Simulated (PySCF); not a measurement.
# CH2···Cu: magnetic exchange

Wanted: magnetic exchange for CH2···Cu.

Computed with PySCF 2.14.0 and routines of our own; the level stands in each step. Atoms count from 0.

## (1) The starting structure

4 atoms, charge 0, high-spin multiplicity 4; geometry from: GFN2-xTB fragments, placed rigidly.

The system (radical pair): CH2···Cu. The radical centres are 4.01 Å apart; the spin sites are atoms 0, 1, 2 (2 unpaired) and atom 3 (1 unpaired).

## (2) Magnetic exchange: CASSCF and SC-NEVPT2/def2-TZVP (3,3)

Job settings and geometry (Å):

```
{"job": {"kind": "cas", "basis": "def2-TZVP", "active": "magnetic", "zfs": false}, "charge": 0, "high_spin_multiplicity": 4, "spin_sites": [[[0, 1, 2], 2], [[3], 1]]}
C     -0.175000     0.203300    -0.988000
H      0.806200    -0.203300    -0.988000
H     -1.156200    -0.203300    -0.988000
Cu     0.525000     0.203300     2.964000
```

With the program's defaults for keys left out, this is: CASSCF and SC-NEVPT2/def2-TZVP spin states, gas phase.

Command:

```
> OMP_NUM_THREADS=1 python exch_run.py task.json out
```

One launch serves the whole session: the jobs run in the order shown.

The program printed:

```text
start orbitals: natural orbitals of the high-spin HF determinant (converged)
active space: 3 electrons in 3 orbitals, 17 closed; orbitals optimised for multiplicities 4 2
macro   0  E = -1677.8545440589  dE =  0.000e+00  |g| = 2.907e-02
macro   1  E = -1677.8547855711  dE = -2.415e-04  |g| = 1.117e-02
macro   2  E = -1677.8548342842  dE = -4.871e-05  |g| = 3.400e-03
macro   3  E = -1677.8548373239  dE = -3.040e-06  |g| = 1.797e-03
macro   4  E = -1677.8548381494  dE = -8.256e-07  |g| = 2.330e-03
macro   5  E = -1677.8548382398  dE = -9.036e-08  |g| = 1.865e-03
macro   6  E = -1677.8548383239  dE = -8.414e-08  |g| = 2.069e-04
CASSCF converged, mean energy = -1677.8548383239
2S+1 = 4  root 0  E(CAS) = -1677.85380723  E(NEVPT2) = -1678.63642106  occupations 1.000 1.000 1.000
2S+1 = 2  root 0  E(CAS) = -1677.85586942  E(NEVPT2) = -1678.63874260  occupations 1.178 1.000 0.822
```

Run time: 1.2 s. Hardware: 1 thread of Intel Xeon Platinum 8488C, shared host; peak memory 0.23 GiB.

In short:

```
                   quantity          value
                 J (CASSCF)      -151 cm⁻¹
                 J (NEVPT2)      -170 cm⁻¹
low less high spin (NEVPT2)  -1.5 kcal/mol
```

Mulliken spin populations of the high-spin state:

```
atom  value (e)
  C0       1.96
  H1       0.02
  H2       0.02
 Cu3       1.00
```

## (3) Magnetic exchange: HF/def2-TZVP

Job settings and geometry (Å):

```
{"job": {"kind": "bs", "xc": "HF", "basis": "def2-TZVP", "rks": false}, "charge": 0, "high_spin_multiplicity": 4, "spin_sites": [[[0, 1, 2], 2], [[3], 1]]}
C     -0.175000     0.203300    -0.988000
H      0.806200    -0.203300    -0.988000
H     -1.156200    -0.203300    -0.988000
Cu     0.525000     0.203300     2.964000
```

With the program's defaults for keys left out, this is: HF/def2-TZVP high-spin and broken-symmetry single points, gas phase.

The program printed:

```text
high-spin state, multiplicity 4
final grid: 34992 points
cycle   1  E = -1677.7649714253  dE = -6.222e-01  |g| = 6.264e-01  |ddm| = 1.075e+00
cycle   2  E = -1677.7641864686  dE =  7.850e-04  |g| = 8.083e-01  |ddm| = 4.694e-01
cycle   3  E = -1677.8558102720  dE = -9.162e-02  |g| = 5.419e-02  |ddm| = 1.855e-01
cycle   4  E = -1677.8589415047  dE = -3.131e-03  |g| = 2.316e-02  |ddm| = 7.089e-02
cycle   5  E = -1677.8598205240  dE = -8.790e-04  |g| = 1.019e-02  |ddm| = 4.514e-02
cycle   6  E = -1677.8599815806  dE = -1.611e-04  |g| = 3.195e-03  |ddm| = 2.005e-02
cycle   7  E = -1677.8599955810  dE = -1.400e-05  |g| = 7.064e-04  |ddm| = 5.557e-03
cycle   8  E = -1677.8599964587  dE = -8.778e-07  |g| = 2.148e-04  |ddm| = 1.601e-03
cycle   9  E = -1677.8599965465  dE = -8.781e-08  |g| = 6.684e-05  |ddm| = 6.109e-04
cycle  10  E = -1677.8599965539  dE = -7.402e-09  |g| = 1.706e-05  |ddm| = 1.505e-04
converged SCF energy = -1677.8599965539

broken-symmetry state, M_S = 0.5, start: spins of the second site flipped
final grid: 34992 points
cycle   1  E = -1677.8596708123  dE = -6.740e-03  |g| = 3.202e-02  |ddm| = 7.264e-02
cycle   2  E = -1677.8608003929  dE = -1.130e-03  |g| = 1.644e-02  |ddm| = 3.023e-02
cycle   3  E = -1677.8612018949  dE = -4.015e-04  |g| = 6.680e-03  |ddm| = 2.786e-02
cycle   4  E = -1677.8612340344  dE = -3.214e-05  |g| = 5.341e-03  |ddm| = 6.888e-03
cycle   5  E = -1677.8612510653  dE = -1.703e-05  |g| = 9.552e-04  |ddm| = 6.187e-03
cycle   6  E = -1677.8612525895  dE = -1.524e-06  |g| = 2.856e-04  |ddm| = 2.140e-03
cycle   7  E = -1677.8612527555  dE = -1.660e-07  |g| = 8.209e-05  |ddm| = 8.615e-04
cycle   8  E = -1677.8612527658  dE = -1.033e-08  |g| = 2.256e-05  |ddm| = 2.029e-04
cycle   9  E = -1677.8612527666  dE = -7.581e-10  |g| = 5.676e-06  |ddm| = 5.227e-05
converged SCF energy = -1677.8612527666

<S^2> high spin = 3.7682, broken symmetry = 1.7545
E(HS) - E(BS) = 275.71 cm-1
J_noodleman = -137.85 cm-1
J_unprojected = -91.90 cm-1
J_yamaguchi = -136.92 cm-1
```

Run time: 0.4 s. Hardware: 1 thread of Intel Xeon Platinum 8488C, shared host; peak memory 0.23 GiB.

Key values:

```
                     quantity          value
                J (Yamaguchi)      -137 cm⁻¹
low less high spin, projected  -1.2 kcal/mol
```

## (4) Magnetic exchange: wB97X/def2-TZVP

Job settings and geometry (Å):

```
{"job": {"kind": "bs", "xc": "wB97X", "grid": 1, "basis": "def2-TZVP", "rks": false}, "charge": 0, "high_spin_multiplicity": 4, "spin_sites": [[[0, 1, 2], 2], [[3], 1]]}
C     -0.175000     0.203300    -0.988000
H      0.806200    -0.203300    -0.988000
H     -1.156200    -0.203300    -0.988000
Cu     0.525000     0.203300     2.964000
```

Level: wB97X/def2-TZVP high-spin and broken-symmetry single points, gas phase.

The program printed:

```text
high-spin state, multiplicity 4
final grid: 17568 points
cycle   1  E = -1679.6552004003  dE = -1.428e-02  |g| = 2.756e-01  |ddm| = 2.361e-01
cycle   2  E = -1679.6249574338  dE =  3.024e-02  |g| = 5.476e-01  |ddm| = 2.671e-01
cycle   3  E = -1679.6673963829  dE = -4.244e-02  |g| = 1.146e-02  |ddm| = 1.225e-01
cycle   4  E = -1679.6676605533  dE = -2.642e-04  |g| = 9.131e-03  |ddm| = 6.278e-02
cycle   5  E = -1679.6677204743  dE = -5.992e-05  |g| = 1.490e-03  |ddm| = 3.392e-02
cycle   6  E = -1679.6677236086  dE = -3.134e-06  |g| = 6.026e-04  |ddm| = 5.395e-03
cycle   7  E = -1679.6677243491  dE = -7.405e-07  |g| = 2.324e-04  |ddm| = 1.701e-03
cycle   8  E = -1679.6677247102  dE = -3.611e-07  |g| = 1.414e-04  |ddm| = 1.282e-03
cycle   9  E = -1679.6677250048  dE = -2.946e-07  |g| = 6.509e-05  |ddm| = 1.722e-03
cycle  10  E = -1679.6677250681  dE = -6.334e-08  |g| = 3.017e-05  |ddm| = 1.013e-03
cycle  11  E = -1679.6677250707  dE = -2.598e-09  |g| = 4.900e-06  |ddm| = 2.097e-04
converged SCF energy = -1679.6677250707

broken-symmetry state, M_S = 0.5, start: spins of the second site flipped
final grid: 17568 points
cycle   1  E = -1679.6701375815  dE = -4.732e-03  |g| = 1.913e-02  |ddm| = 8.854e-02
cycle   2  E = -1679.6709004865  dE = -7.629e-04  |g| = 8.060e-03  |ddm| = 4.034e-02
cycle   3  E = -1679.6711081019  dE = -2.076e-04  |g| = 3.238e-03  |ddm| = 3.022e-02
cycle   4  E = -1679.6711192319  dE = -1.113e-05  |g| = 3.341e-03  |ddm| = 5.341e-03
cycle   5  E = -1679.6711258994  dE = -6.668e-06  |g| = 9.345e-04  |ddm| = 4.075e-03
cycle   6  E = -1679.6711290161  dE = -3.117e-06  |g| = 5.365e-04  |ddm| = 3.031e-03
cycle   7  E = -1679.6711318606  dE = -2.844e-06  |g| = 3.368e-04  |ddm| = 3.982e-03
cycle   8  E = -1679.6711334796  dE = -1.619e-06  |g| = 1.644e-04  |ddm| = 4.107e-03
cycle   9  E = -1679.6711337957  dE = -3.161e-07  |g| = 5.207e-05  |ddm| = 2.054e-03
cycle  10  E = -1679.6711338225  dE = -2.681e-08  |g| = 1.695e-05  |ddm| = 6.553e-04
cycle  11  E = -1679.6711338236  dE = -1.049e-09  |g| = 4.168e-06  |ddm| = 1.132e-04
converged SCF energy = -1679.6711338236

<S^2> high spin = 3.7574, broken symmetry = 1.7225
E(HS) - E(BS) = 748.13 cm-1
J_noodleman = -374.07 cm-1
J_unprojected = -249.38 cm-1
J_yamaguchi = -367.66 cm-1
```

It took 3.1 s on 1 thread of Intel Xeon Platinum 8488C, shared host; peak memory 0.29 GiB.

In short:

```
                     quantity          value
                J (Yamaguchi)      -368 cm⁻¹
low less high spin, projected  -3.2 kcal/mol
```

## (5) Magnetic exchange: CASSCF and SC-NEVPT2/def2-TZVP, X2C (3,3)

Job settings and geometry (Å):

```
{"job": {"kind": "cas", "basis": "def2-TZVP", "active": "magnetic", "zfs": false, "x2c": true}, "charge": 0, "high_spin_multiplicity": 4, "spin_sites": [[[0, 1, 2], 2], [[3], 1]]}
C     -0.175000     0.203300    -0.988000
H      0.806200    -0.203300    -0.988000
H     -1.156200    -0.203300    -0.988000
Cu     0.525000     0.203300     2.964000
```

Method: CASSCF and SC-NEVPT2/def2-TZVP spin states, scalar X2C, gas phase.

The program printed:

```text
start orbitals: natural orbitals of the high-spin HF determinant (converged)
active space: 3 electrons in 3 orbitals, 17 closed; orbitals optimised for multiplicities 4 2
macro   0  E = -1689.3445329452  dE =  0.000e+00  |g| = 2.890e-02
macro   1  E = -1689.3447708734  dE = -2.379e-04  |g| = 1.112e-02
macro   2  E = -1689.3448189360  dE = -4.806e-05  |g| = 3.512e-03
macro   3  E = -1689.3448218959  dE = -2.960e-06  |g| = 2.282e-03
macro   4  E = -1689.3448225753  dE = -6.794e-07  |g| = 3.494e-03
macro   5  E = -1689.3448228448  dE = -2.695e-07  |g| = 1.118e-03
macro   6  E = -1689.3448228924  dE = -4.760e-08  |g| = 1.975e-04
CASSCF converged, mean energy = -1689.3448228924
2S+1 = 4  root 0  E(CAS) = -1689.34384025  E(NEVPT2) = -1690.12879746  occupations 1.000 1.000 1.000
2S+1 = 2  root 0  E(CAS) = -1689.34580554  E(NEVPT2) = -1690.13099408  occupations 1.173 1.000 0.827
```

It took 1 s on 1 thread of Intel Xeon Platinum 8488C, shared host; peak memory 0.29 GiB.

Key values:

```
                   quantity          value
                 J (CASSCF)      -144 cm⁻¹
                 J (NEVPT2)      -161 cm⁻¹
low less high spin (NEVPT2)  -1.4 kcal/mol
```

## (6) Magnetic exchange (CH₂Cu (-2) (quartet)): CASSCF and SC-NEVPT2/def2-TZVP (3,3), other SCF options

Job settings and geometry (Å):

```
{"job": {"kind": "cas", "basis": "def2-TZVP", "active": "magnetic", "zfs": false, "scf": {"max_cycle": 90}, "max_cycle": 30}, "charge": -2, "high_spin_multiplicity": 4, "spin_sites": [[[0, 1, 2], 2], [[3], 1]]}
C     -0.175000     0.203300    -0.988000
H      0.806200    -0.203300    -0.988000
H     -1.156200    -0.203300    -0.988000
Cu     0.525000     0.203300     2.964000
```

Method: CASSCF and SC-NEVPT2/def2-TZVP spin states, gas phase.

The program printed:

```text
start orbitals: natural orbitals of the high-spin HF determinant (converged)
active space: 3 electrons in 3 orbitals, 18 closed; orbitals optimised for multiplicities 4 2
macro   0  E = -1677.5788164657  dE =  0.000e+00  |g| = 4.091e-01
macro   1  E = -1677.5990784722  dE = -2.026e-02  |g| = 1.792e-01
macro   2  E = -1677.6018809489  dE = -2.802e-03  |g| = 3.590e-02
macro   3  E = -1677.6022277978  dE = -3.468e-04  |g| = 1.274e-02
macro   4  E = -1677.6022688778  dE = -4.108e-05  |g| = 1.279e-02
macro   5  E = -1677.6022822964  dE = -1.342e-05  |g| = 1.424e-02
macro   6  E = -1677.6022956749  dE = -1.338e-05  |g| = 4.032e-03
macro   7  E = -1677.6023056480  dE = -9.973e-06  |g| = 4.136e-03
macro   8  E = -1677.6023087589  dE = -3.111e-06  |g| = 2.733e-03
macro   9  E = -1677.6023101720  dE = -1.413e-06  |g| = 8.623e-04
macro  10  E = -1677.6023105571  dE = -3.851e-07  |g| = 5.958e-04
macro  11  E = -1677.6023106762  dE = -1.191e-07  |g| = 3.721e-04
macro  12  E = -1677.6023107001  dE = -2.390e-08  |g| = 1.238e-04
CASSCF converged, mean energy = -1677.6023107001
2S+1 = 4  root 0  E(CAS) = -1677.54901522  E(NEVPT2) = -1678.38876571  occupations 1.000 1.000 1.000
2S+1 = 2  root 0  E(CAS) = -1677.65560618  E(NEVPT2) = -1678.52030706  occupations 1.997 1.000 0.003
```

Wall time 1.3 s (1 thread of Intel Xeon Platinum 8488C, shared host); peak memory 0.29 GiB.

**Diagnosis.** The input is at fault (wrong charge), so its values are no properties of the molecule.

## (7) The levels compared

J for H = −2J S1·S2; the gap is low spin less high spin (projected; unprojected where the broken-symmetry state collapsed; or NEVPT2):

```
step                                      level  geometry  J (cm⁻¹)  gap (kcal/mol)   time
   2       CASSCF and SC-NEVPT2/def2-TZVP (3,3)       one      -170            -1.5  1.2 s
   3                               HF/def2-TZVP       one      -137            -1.2  0.4 s
   4                            wB97X/def2-TZVP       one      -368            -3.2  3.1 s
   5  CASSCF and SC-NEVPT2/def2-TZVP, X2C (3,3)       one      -161            -1.4    1 s
```

CASSCF times leave out a start SCF that an earlier step had already made.

## (8) What came out

```
                                                                  quantity                                               value
                 J (CASSCF) (step 2, CASSCF and SC-NEVPT2/def2-TZVP (3,3))                                           -151 cm⁻¹
                 J (NEVPT2) (step 2, CASSCF and SC-NEVPT2/def2-TZVP (3,3))                                           -170 cm⁻¹
low less high spin (NEVPT2) (step 2, CASSCF and SC-NEVPT2/def2-TZVP (3,3))                                       -1.5 kcal/mol
                                                                         J  -368 (wB97X/def2-TZVP) to -137 cm⁻¹ (HF/def2-TZVP)
                                                                      runs                  0 failed, 1 ended on unsound input
```

In words: The levels with a meaningful J put the low-spin state lower (antiferromagnetic coupling), from -368 to -137 cm⁻¹.
